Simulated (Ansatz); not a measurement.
# Al4O6: the cost of one run

Method: the settings change from run to run; program: Ansatz 0.2.0, Gaussian basis.

**1. The molecule**

The structure was relaxed beforehand with r2SCAN-D4/def2-SVP.

10 atoms, charge 0, spin multiplicity 1.

Atoms are counted from 1 here; the program's logs count them from 0.

Bond lengths: Al1–O6 1.738 Å, Al1–O9 1.738 Å, Al1–O10 1.738 Å, Al2–O5 1.738 Å, Al2–O8 1.738 Å, Al2–O9 1.738 Å, Al3–O7 1.738 Å, Al3–O8 1.738 Å, Al3–O10 1.738 Å, Al4–O5 1.738 Å, Al4–O6 1.738 Å, Al4–O7 1.738 Å. Angles: O6–Al1–O9 113.3°, O6–Al1–O10 113.3°, O9–Al1–O10 113.3°, O5–Al2–O8 113.3°, O5–Al2–O9 113.3°, O8–Al2–O9 113.3°, O7–Al3–O8 113.3°, O7–Al3–O10 113.3°, O8–Al3–O10 113.3°, O5–Al4–O6 113.3°, O5–Al4–O7 113.3°, O6–Al4–O7 113.3°, Al2–O5–Al4 101.1°, Al1–O6–Al4 101.0°, Al3–O7–Al4 101.0°, Al2–O8–Al3 101.0°, Al1–O9–Al2 101.0°, Al1–O10–Al3 101.0°.

**2. r2SCAN/def2-mTZVPP**

Options: charge +1, multiplicity 2, restricted open-shell orbitals, atoms shaken by 0.03 Å, D3(BJ) with three-body dispersion.

Contents of in.yaml:

```yaml
crystal:
  periodic: [false, false, false]
  atoms:
    - {symbol: Al, position_ang: [0.662061, -0.951496, 1.099961]}
    - {symbol: Al, position_ang: [-1.565271, 0.425578, 0.541183]}
    - {symbol: Al, position_ang: [0.927594, 1.376430, -0.183591]}
    - {symbol: Al, position_ang: [-0.105892, -0.818941, -1.426742]}
    - {symbol: O, position_ang: [-1.746996, -0.397683, -1.026206]}
    - {symbol: O, position_ang: [0.597163, -1.962978, -0.393373]}
    - {symbol: O, position_ang: [0.888925, 0.590133, -1.781990]}
    - {symbol: O, position_ang: [-0.589623, 1.950257, 0.345606]}
    - {symbol: O, position_ang: [-0.904161, -0.617421, 1.760733]}
    - {symbol: O, position_ang: [1.707114, 0.363900, 0.963637]}
basis:
  gaussian: {orbitals: def2-mTZVPP}
total_charge: 1
magnetization: {spin_polarized: false, initial_magnetization: 1}
hamiltonian: {xc: {name: r2SCAN}, dispersion: d3bjatm}
```

Command:

```sh
> ansatz run in.yaml --threads 4 --pin off --events-out ev --progress --plain --max-ram 8704MiB
```

Q: Estimate wall time and peak memory on 4 threads of Arm Neoverse V2, shared host.

About 2.6 min, with a peak of 1.1 GiB.
